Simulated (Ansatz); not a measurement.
# C4H3F3O2: how energies converge with the basis set

One table from this session's results is given with a row withheld; the runs are named, their logs left out.

Program: Ansatz 0.2.0, Gaussian basis. Level of theory: one geometry, several basis sets. These are calculated values, not measurements.

Levels to be run: PBE0-D4/def2-SVP; ωB97M-V/def2-SVP; PBE0-D4/def2-QZVPP; ωB97M-V/def2-QZVPP; the functionals' def2-TZVPP values are taken from earlier runs.

## The geometry

The geometry comes from an earlier relaxation with PBE0-D4 in a triple-zeta def2 set; it is a stationary point, not always the lowest conformer.

SMILES `O=CCC(=O)C(F)(F)F`, 12 atoms, charge 0, spin multiplicity 1.

Atoms are counted from 1 here; the program's logs count them from 0.

Bond lengths: O1–C2 1.195 Å, C2–C3 1.514 Å, C2–H10 1.109 Å, C3–C4 1.504 Å, C3–H11 1.095 Å, C3–H12 1.094 Å, C4–O5 1.193 Å, C4–C6 1.547 Å, C6–F7 1.317 Å, C6–F8 1.343 Å, C6–F9 1.335 Å. Angles: O1–C2–C3 124.5°, O1–C2–H10 121.6°, C3–C2–H10 113.9°, C2–C3–C4 112.2°, C2–C3–H11 108.2°, C2–C3–H12 107.7°, C4–C3–H11 112.1°, C4–C3–H12 108.8°, H11–C3–H12 107.7°, C3–C4–O5 124.3°, C3–C4–C6 115.5°, O5–C4–C6 120.2°, C4–C6–F7 112.2°, C4–C6–F8 108.4°, C4–C6–F9 111.0°, F7–C6–F8 108.7°, F7–C6–F9 109.0°, F8–C6–F9 107.5°.

Set-up of the first run:

Contents of in.yaml:

```yaml
crystal:
  periodic: [false, false, false]
  atoms:
    - {symbol: O, position_ang: [-0.247270, -1.567687, -1.611867]}
    - {symbol: C, position_ang: [0.623334, -1.530667, -0.794297]}
    - {symbol: C, position_ang: [0.978233, -0.309222, 0.027687]}
    - {symbol: C, position_ang: [0.064349, 0.851753, -0.254317]}
    - {symbol: O, position_ang: [0.263807, 1.676738, -1.092023]}
    - {symbol: C, position_ang: [-1.188926, 0.947178, 0.648425]}
    - {symbol: F, position_ang: [-2.068152, 1.812604, 0.188703]}
    - {symbol: F, position_ang: [-0.799749, 1.338676, 1.872560]}
    - {symbol: F, position_ang: [-1.777500, -0.244462, 0.775982]}
    - {symbol: H, position_ang: [1.258477, -2.414975, -0.581966]}
    - {symbol: H, position_ang: [0.968095, -0.593524, 1.084915]}
    - {symbol: H, position_ang: [2.002305, -0.021510, -0.229802]}
basis:
  gaussian: {orbitals: def2-SVP}
hamiltonian: {xc: pbe0, dispersion: d4}
output: {orbitals: {seedname: orbitals}}
```

The run is started by

```sh
$ ansatz run in.yaml --threads 2 --pin off --events-out ev --progress --plain --max-ram 32768MiB --backend cpu
```

Among the steps run: PBE0-D4 in def2-SVP; ωB97M-V in def2-SVP; PBE0-D4 in def2-QZVPP; ωB97M-V in def2-QZVPP.

One table of the session follows, with a row left open; its other results are not shown here.

It belongs to the step «Functionals by basis». 

```
functional       basis  HOMO (eV)
   PBE0-D4    def2-SVP      -8.07
   PBE0-D4  def2-TZVPP      -8.19
   PBE0-D4  def2-QZVPP      -8.23
   ωB97M-V    def2-SVP          ?
   ωB97M-V  def2-TZVPP     -10.58
   ωB97M-V  def2-QZVPP     -10.62
```

**Question.** Estimate the row for ωB97M-V, def2-SVP.

The run gave: HOMO (eV): -10.44. In the column «HOMO (eV)» it lies between ωB97M-V, def2-TZVPP (-10.58) and PBE0-D4, def2-QZVPP (-8.23).
